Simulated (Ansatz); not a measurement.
# B2PLYP/cc-pVDZ run of Si2NH6F (SMILES F[SiH2]N[SiH3])

Aim: the energy change on altering one bond length of Si2NH6F at B2PLYP/cc-pVDZ, from 2 runs. 

The calculation is run with Ansatz 0.2.0.

69 further runs of the same task are left out: 69 set aside as unsound or not needed.

### 1 The system as given

The species is Si2NH6F (10 atoms), meant as a singlet with charge 0. As SMILES, `F[SiH2]N[SiH3]`. The coordinates come from a PBE0-D4/def2-TZVP relaxation. This is one conformer, not always the lowest.

Bond lengths: F1–Si2 1.602 Å, Si2–N3 1.706 Å, N3–Si4 1.733 Å, Si2–H5 1.480 Å, Si2–H6 1.478 Å, N3–H7 1.011 Å, Si4–H8 1.487 Å, Si4–H9 1.487 Å, Si4–H10 1.483 Å. Some angles: F1–Si2–N3 112.6°, Si2–N3–Si4 128.2°, F1–Si2–H5 106.0°, F1–Si2–H6 106.5°, N3–Si2–H5 109.3°, N3–Si2–H6 108.9°, Si2–N3–H7 115.6°, Si4–N3–H7 115.9°, N3–Si4–H8 110.9°, N3–Si4–H9 112.0°.

### 2 The energy at B2PLYP/cc-pVDZ

Contents of run.yaml:

```yaml
crystal:
  periodic: [false, false, false]
  atoms:
    - {symbol: F, position_ang: [-1.561500, 0.994300, -1.776700]}
    - {symbol: Si, position_ang: [-0.375000, 1.301800, -0.745900]}
    - {symbol: "N", position_ang: [0.514800, -0.094800, -0.335900]}
    - {symbol: Si, position_ang: [0.194800, -1.236100, 0.928700]}
    - {symbol: H, position_ang: [0.517200, 2.267200, -1.426700]}
    - {symbol: H, position_ang: [-1.010100, 1.839400, 0.475900]}
    - {symbol: H, position_ang: [1.264300, -0.336200, -0.970000]}
    - {symbol: H, position_ang: [1.391500, -1.422100, 1.791600]}
    - {symbol: H, position_ang: [-0.186300, -2.569800, 0.392000]}
    - {symbol: H, position_ang: [-0.924400, -0.683300, 1.730300]}
basis:
  gaussian: {orbitals: cc-pVDZ}
magnetization: {spin_polarized: false}
hamiltonian: {xc: {name: B2PLYP}}
correlation: {frozen_orbitals: {F: 1, H: 0, "N": 1, Si: 5}}
accuracy: high
output: {orbitals: {seedname: orbitals}}
```

The run is started by

```bash
ansatz run run.yaml --threads 1 --pin off --max-ram 3480MiB --events-out events.jsonl --progress --plain --runs-dir runs
```

Standard output:

```text
Warning: RAYON_NUM_THREADS=1 ignored (pool sized by the plan → 1); use --threads N
Functional definition: B2PLYP
  name "B2PLYP"
  parameter a = 0.53
  parameter c = 0.27
  exchange = (1 - a)*b88_x + a*exact_x
  correlation = (1 - c)*lyp_c + c*(mp2_os + mp2_ss)
2240 factors; integrals over basis functions are off by at most 3.7e-9 eV
mean field evaluation 1: about -20042.4245 eV, gradient 4.7e1 eV
mean field evaluation 2: about -20042.7196 eV, gradient 4.7e1 eV
mean field evaluation 4: about -20046.6873 eV, gradient 2.4e0 eV
mean field evaluation 8: about -20046.7174 eV, gradient 2.3e-1 eV
mean field evaluation 16: about -20046.7175 eV, gradient 3.8e-5 eV
mean field -20046.71747272 eV, -736.7032789692 hartree, gradient 2.4e-8 eV, S^2 0.000000; 0 other end points of the search recorded, 0 dependent functions left out
12 core orbitals not correlated: weight in the atoms' cores, before any rotation towards them, 1.000 or more for the frozen orbitals, at most 0.000 for the correlated occupied ones
reference -20046.71750080 eV, -736.7032800012 hartree; 13, 13 occupied and 69, 69 virtual orbitals, 2240 factors
second order -18.44283207 eV of doubles, -0.00000000 eV of singles
Total energy: -20051.69706546 eV, -736.8862756271 hartree
```

Run time: 12 s. Hardware: 1 thread of Intel Xeon Platinum 8488C (Sapphire Rapids), shared host; peak memory 0.36 GiB.

### 3 The distorted shape, same level

Contents of molecule.yaml:

```yaml
crystal:
  periodic: [false, false, false]
  atoms:
    - {symbol: F, position_ang: [-0.218453, 0.330936, -2.738625]}
    - {symbol: Si, position_ang: [0.968047, 0.638436, -1.707825]}
    - {symbol: N, position_ang: [1.857847, -0.758164, -1.297825]}
    - {symbol: Si, position_ang: [1.537847, -1.899464, -0.033225]}
    - {symbol: H, position_ang: [1.860247, 1.603836, -2.388625]}
    - {symbol: H, position_ang: [0.332947, 1.176036, -0.486025]}
    - {symbol: H, position_ang: [2.607347, -0.999564, -1.931925]}
    - {symbol: H, position_ang: [2.734547, -2.085464, 0.829675]}
    - {symbol: H, position_ang: [1.156747, -3.233164, -0.569925]}
    - {symbol: H, position_ang: [-0.924400, -0.683300, 1.730300]}
basis:
  gaussian: {orbitals: cc-pVDZ}
correlation: {frozen_orbitals: {F: 1, H: 0, "N": 1, Si: 5}}
hamiltonian: {xc: {name: B2PLYP}}
output: {orbitals: {seedname: orbitals}}
accuracy: high
```

The run is started by

```bash
ansatz run molecule.yaml --threads 1 --pin off --max-ram 3480MiB --events-out events.jsonl --progress --plain --runs-dir runs
```

Standard output, shortened:

```text
Warning: RAYON_NUM_THREADS=1 ignored (pool sized by the plan → 1); use --threads N
[... 2 set-up lines as earlier in the session ...]
[...]
2198 factors; integrals over basis functions are off by at most 3.7e-9 eV
[...]
mean field -20041.80268951 eV, -736.5226640176 hartree, gradient 2.3e-8 eV, S^2 0.000000; 0 other end points of the search recorded, 0 dependent functions left out; unrestricted orbitals would lower it
12 core orbitals not correlated: weight in the atoms' cores, before any rotation towards them, 1.000 or more for the frozen orbitals, at most 0.000 for the correlated occupied ones
reference -20041.80272008 eV, -736.5226651410 hartree; 13, 13 occupied and 69, 69 virtual orbitals, 2198 factors
second order -19.86047693 eV of doubles, -0.00000000 eV of singles
Total energy: -20047.16504885 eV, -736.7197270886 hartree
```

Wall time 12 s (1 thread of Intel Xeon Platinum 8488C (Sapphire Rapids), shared host); peak memory 0.36 GiB.

### 4 Results

Level: B2PLYP/cc-pVDZ, 12 core orbitals frozen.

| quantity | value |
| --- | --- |
| first shape: total energy | -736.88628 Eh |
| first shape: HOMO energy (SCF part's orbitals) | -9.17 eV |
| first shape: LUMO energy (SCF part's orbitals) | 1.76 eV |
| first shape: HOMO–LUMO gap (SCF part's orbitals) | 10.93 eV |
| distorted shape: total energy | -736.71973 Eh |
| distorted shape: HOMO energy (SCF part's orbitals) | -7.08 eV |
| distorted shape: LUMO energy (SCF part's orbitals) | -2.68 eV |
| distorted shape: HOMO–LUMO gap (SCF part's orbitals) | 4.40 eV |
| energy change with the Si4–H10 bond stretched from 1.483 to 3.264 Å | 4.532 eV |

**Reading.** With the Si4–H10 bond stretched from 1.483 to 3.264 Å the energy rises by 4.53 eV (437 kJ/mol). The first shape isn't relaxed at this level, so the change isn't measured from a minimum. A restricted reference can't describe the breaking bond well at this length. The restricted solution (distorted shape) is unstable to spin breaking: an unrestricted one lies lower.
